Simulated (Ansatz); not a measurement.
# GaH5N2: the cost of one run

Program: Ansatz 0.2.0. Level of theory: RHF/def2-TZVP. These are calculated values, not measurements.

## (1) The starting structure

Bond lengths: Ga1–N2 1.930 Å, N2–H3 1.060 Å, N2–H4 1.060 Å, Ga1–N5 1.930 Å, N5–H6 1.060 Å, N5–H7 1.060 Å, Ga1–H8 1.570 Å. Angles: Ga1–N2–H3 120.0°, Ga1–N2–H4 120.0°, H3–N2–H4 120.0°, N2–Ga1–N5 120.0°, N2–Ga1–H8 120.0°, N5–Ga1–H8 120.0°, Ga1–N5–H6 120.0°, Ga1–N5–H7 120.0°, H6–N5–H7 120.0°.

Structure file:

```xyz
8

Ga    0.0000    0.0000    0.0000
N     0.0000    0.0000    1.9300
H    -0.8770   -0.2713    2.4600
H     0.8770    0.2713    2.4600
N     1.6714    0.0000   -0.9650
H     2.1380   -0.9179   -1.2168
H     2.1227    0.9179   -1.2432
H    -1.3596    0.0000   -0.7850
```

## (2) Preparing the start

input.yaml reads:

```yaml
crystal:
  periodic: [false, false, false]
  atoms:
    - { symbol: Ga, position_ang: [0.0, 0.0, 0.0] }
    - { symbol: "N", position_ang: [0.0, 0.0, 1.93] }
    - { symbol: H, position_ang: [-0.877, -0.2713, 2.46] }
    - { symbol: H, position_ang: [0.877, 0.2713, 2.46] }
    - { symbol: "N", position_ang: [1.6714, 0.0, -0.965] }
    - { symbol: H, position_ang: [2.138, -0.9179, -1.2168] }
    - { symbol: H, position_ang: [2.1227, 0.9179, -1.2432] }
    - { symbol: H, position_ang: [-1.3596, 0.0, -0.785] }
basis:
  gaussian: { orbitals: def2-TZVP }
hamiltonian:
  xc: hf
relax:
  f_tol: 0.02
  max_steps: 40
output:
  orbitals: {}
```

Run with:

```console
$ ansatz run input.yaml --threads 2 --pin off --max-ram 3072MiB --backend cpu --events-out ev --progress --plain --runs-dir out
```

What time and memory should one allow on 2 threads of Arm Neoverse V2, shared host?

About 15 s, with a peak of 0.28 GiB.
